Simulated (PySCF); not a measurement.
# RuF5: structure of the doublet

Where does doublet RuF5 go from a square pyramidal start, is the end point a minimum, and what are its modes, charges and moments?

Program: PySCF 2.14.0. Level of theory: B3LYP, basis Ru def2-SVP with ECP28, F def2-SVP, scalar-relativistic core potentials, no spin–orbit coupling, density fitting. These are calculated values, not measurements.

### Step 1. Starting geometry

6 atoms, charge 0, spin multiplicity 2.

Bond lengths: Ru1–F2 1.890 Å, Ru1–F3 1.890 Å, Ru1–F4 1.890 Å, Ru1–F5 1.890 Å, Ru1–F6 1.890 Å. Angles: F2–Ru1–F3 102.0°, F2–Ru1–F4 102.0°, F2–Ru1–F5 102.0°, F2–Ru1–F6 102.0°, F3–Ru1–F4 87.5°, F3–Ru1–F5 156.0°, F3–Ru1–F6 87.5°, F4–Ru1–F5 87.5°, F4–Ru1–F6 156.0°, F5–Ru1–F6 87.5°.

Z-matrix (Å, degrees; charge 0 multiplicity 2):
```
Ru
F  1 1.8900
F  1 1.8900 2 102.00
F  1 1.8900 2 102.00 3 -90.00
F  1 1.8900 2 102.00 3 180.00
F  1 1.8900 2 102.00 3 90.00
```

### Step 2. Square pyramidal start, doublet: relaxation

One driver script runs all steps and calls PySCF; scf.py shows how it sets up the SCF of each step. The optimiser is the driver's own. Before each start the driver seeks the lowest SCF state from one or more starting densities and follows internal instabilities, so scf.py alone need not reach the same state.

The program finds C4v symmetry in the start, which this walk keeps. Threshold on the gradient: 0.0003 Eh/bohr, with a further test on the energy change.

Input file scf.py:

```python
from pyscf import gto, scf, dft
mol = gto.M(atom='''
Ru     0.000000     0.000000    -0.030684
F     -0.000000    -0.000000     1.859316
F      1.848700     0.000000    -0.423684
F      0.000000     1.848700    -0.423684
F     -1.848700     0.000000    -0.423684
F     -0.000000    -1.848700    -0.423684''',
    basis={'Ru': 'def2-SVP', 'F': 'def2-SVP'},
    ecp={'Ru': 'def2-SVP'},
    charge=0, spin=1)
mf = dft.UKS(mol, xc='B3LYP')
mf.grids.atom_grid = (50, 194)
aux = {'Ru': 'def2-universal-JKFIT', 'F': 'def2-universal-JKFIT'}
mf = mf.density_fit(auxbasis=aux)
mf.kernel()
```

Energy and gradient, step by step:

```
step  energy (Eh)  change (kJ/mol)  largest symmetric gradient (Eh/bohr)
   0  -593.701968             0.00                               0.04487
   1  -593.712619           -27.96                               0.01155
   2  -593.713523           -30.34                               0.00724
   3  -593.713625           -30.61                               0.00093
   4  -593.713626           -30.61                               0.00017
```

The walk took 19 s on 8 threads, shared host.

End point (C4v, 4 steps, 30.6 kJ/mol gained): Ru–F 1.799 Å, Ru–F 1.842 Å (×4); F–Ru–F 88.9° (×4), F–Ru–F 98.1° (×4), F–Ru–F 163.9° (×2).

### Step 3. Vibrations and properties at this point

The point is checked on the finer grid, and tightened if its gradient asks for it. The Hessian and the dipole derivatives come from central differences of analytic gradients, with steps of 0.01 bohr.

scf.py, as its differences from that of step 2:

```diff
@@ -3,6 +3,6 @@
-Ru     0.000000     0.000000    -0.030684
-F     -0.000000    -0.000000     1.859316
-F      1.848700     0.000000    -0.423684
-F      0.000000     1.848700    -0.423684
-F     -1.848700     0.000000    -0.423684
-F     -0.000000    -1.848700    -0.423684''',
+Ru     0.000000     0.000000    -0.077240
+F     -0.000000    -0.000000     1.721749
+F      1.824789     0.000000    -0.330696
+F      0.000000     1.824789    -0.330696
+F     -1.824789     0.000000    -0.330696
+F     -0.000000    -1.824789    -0.330696''',
@@ -13 +13 @@
-mf.grids.atom_grid = (50, 194)
+mf.grids.atom_grid = (75, 302)
```

This SCF starts from the last density.

Log of the central SCF (cycles and frontier levels):

```text
init E= -593.713290588093
[... the frontier-level lines of each cycle are left out ...]
cycle= 1 E= -593.713290576839  delta_E= 1.13e-08  |g|= 0.000182  |ddm|= 0.000162
cycle= 2 E= -593.713290470806  delta_E= 1.06e-07  |g|= 0.000558  |ddm|= 0.000494
cycle= 3 E= -593.713290589203  delta_E= -1.18e-07  |g|= 2.58e-05  |ddm|= 0.000373
cycle= 4 E= -593.713290589459  delta_E= -2.56e-10  |g|= 1.85e-06  |ddm|= 1.7e-05
cycle= 5 E= -593.713290589463  delta_E= -3.41e-12  |g|= 2.6e-07  |ddm|= 1.34e-06
Extra cycle  E= -593.713290589461  delta_E= 1.59e-12  |g|= 4.36e-07  |ddm|= 1.11e-06
converged SCF energy = -593.713290589461  <S^2> = 1.7545433  2S+1 = 2.8316379
```

The whole step took 71 s.

Geometry: C4v; Ru–F 1.799 Å, Ru–F 1.842 Å (×4); F–Ru–F 88.9° (×4), F–Ru–F 97.9° (×4), F–Ru–F 164.2° (×2).

Modes, for the most abundant isotopes:

```
symmetry  ω (cm⁻¹)  IR (km/mol)     type
      b1       120          0.0     bend
       e       156          0.1     bend
      a1       235         21.7     bend
       e       240         23.6     bend
      b2       269          0.0     bend
      b1       631          0.0  stretch
      a1       676          7.8  stretch
       e       714          347  stretch
      a1       733         52.0  stretch
```

All wavenumbers are real: a minimum.

Properties at this point:

* Dipole moment: 0.78 D
* Highest occupied level: -9.61 eV
* Lowest empty level: -6.76 eV
* Rotational constants: 0.08791, 0.08791, 0.06662 cm⁻¹
* Zero-point energy: 29.2 kJ/mol
* Principal polarisabilities: 30.0, 42.2, 42.2 bohr³
* Atomisation energy without zero-point energy: 1828 kJ/mol
* Principal traceless quadrupole moments about the centre of mass: -3.29, -3.29, 6.58 D Å
* Entropy at 298.15 K and 1 bar (electronic part: spin only): 355.1 J/(mol K)
* Heat capacity Cp at 298.15 K: 104.5 J/(mol K)
* Enthalpy at 298.15 K above 0 K: 21.77 kJ/mol
* Rotational symmetry number: 4
* Spin squared ⟨S²⟩: 1.755

Charges (e) and bond orders:

| atom | Mulliken | Löwdin | polar tensor | spin (Mulliken) | Mayer order to Ru1 |
| --- | --- | --- | --- | --- | --- |
| Ru1 | 1.34 | 0.39 | 2.46 | 0.66 | – |
| F2 | -0.22 | -0.02 | -0.39 | 0.17 | 1.09 |
| F3,4,5,6 | -0.28 | -0.09 | -0.52 | 0.04 | 1.02 |

Mulliken populations on Ru1 (outside its core potential): s 2.25, p 6.59, d 5.77, f 0.05.

### Step 4. What came out

| quantity | value |
| --- | --- |
| minimum | broken-symmetry (Ms = 1/2), C4v |
| geometry | Ru–F 1.799 Å, Ru–F 1.842 Å (×4); F–Ru–F 88.9° (×4), F–Ru–F 97.9° (×4), F–Ru–F 164.2° (×2) |
| wavenumbers (cm⁻¹) | 120 (b1), 156 (e), 235 (a1), 240 (e), 269 (b2), 631 (b1), 676 (a1), 714 (e), 733 (a1) |
| dipole moment | 0.78 D |
| highest occupied, lowest empty level (either spin) | -9.61, -6.76 eV |
| polar-tensor charge of Ru1 | +2.46 e |
| zero-point energy | 29.2 kJ/mol |
| entropy at 298.15 K | 355.1 J/(mol K) |
| atomisation energy (no zero-point energy) | 1828 kJ/mol |
| ⟨S²⟩ | 1.755 |

In words: The square pyramidal start keeps its C4v symmetry and ends in a minimum. The determinant is spin-contaminated (⟨S²⟩ = 1.75 against 0.75), so it is no pure spin state. In the infrared the band at 714 cm⁻¹ (e, stretch) leads. Only this shape and spin were tried, so other structures or states may lie lower. One determinant may miss the lowest occupation of an open d or f shell.

The search up to here took 1.8 min.
